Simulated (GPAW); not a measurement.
Write an ASE script for GPAW 26.7.0 that does the following.

| Quantity | Value |
| --- | --- |
| Task | single point |
| Functional | PBEsol |
| Potentials or basis | PAW data sets generated in the run's folder for this functional |
| Cutoff | 600 eV |
| Basis | pw |
| k mesh | 11 × 11 × 6 |
| Occupations | fermi-dirac, width 0.05 eV |
| Spin | no spin polarisation |
| Maxiter | 150 |

Crystal: AgRh.

```
CELL_PARAMETERS angstrom
2.77759 0.00000 0.00000
-1.38879 2.40546 0.00000
0.00000 0.00000 4.80860
ATOMIC_POSITIONS crystal
Ag 0.97271 0.99520 0.50345
Rh 0.67133 0.31452 0.99114
```

The cell comes from a database or a generator and needn't be the stable form of this composition.

The cell isn't the ideal one: atoms moved at random, drawn with an rms of 0.05 Å.

One way to write it, as run:

run.py

```python
from ase import Atoms
from ase.dft.bandgap import bandgap
from ase.io import write
from ase.units import GPa
from gpaw import GPAW, PW, setup_paths

setup_paths.insert(0, '.')

atoms = Atoms(['Ag', 'Rh'],
              cell=[[2.7775881998, 0.0, 0.0],
                    [-1.3887940999, 2.4054619423, 0.0],
                    [0.0, 0.0, 4.808602]],
              scaled_positions=[[-0.027288, -0.004797, 0.503449],
                                [0.671329, 0.314522, -0.008859]],
              pbc=True)

calc = GPAW(mode=PW(600),
            xc='PBEsol',
            kpts={'size': (11, 11, 6), 'gamma': True},
            occupations={'name': 'fermi-dirac', 'width': 0.05},
            nbands=29,
            convergence={'density': 1e-05, 'energy': 1e-05},
            maxiter=150,
            txt='gpaw.txt')
atoms.calc = calc
energy = atoms.get_potential_energy()
forces = atoms.get_forces()
stress = atoms.get_stress()
calc.write('gs.gpw')
write('result.traj', atoms)
print(f'Energy: {energy:.6f} eV')
print('Forces (eV/A):')
print(forces.round(4))
print('Stress (GPa):', (stress / GPa).round(3))
print('Fermi level:', round(calc.get_fermi_level(), 4), 'eV')
print(f'Gap: {bandgap(calc)[0]:.4f} eV, direct: {bandgap(calc, direct=True)[0]:.4f} eV')
```

Potentials or basis: PAW data sets generated in the run's folder for this functional, pw.

The run is started by

```console
$ gpaw-setup -f PBEsol Ag Rh
$ OMP_NUM_THREADS=1 python run.py
```

It gave:

```
Pressure               : -9.3 GPa
Largest force          : 0.391 eV/Å
Band gap on the k mesh : none (metal or under the smearing width)
```

Wall time 3.5 min on 1 thread of Arm Neoverse V1, with other jobs on the host, peak memory 0.4 GiB.
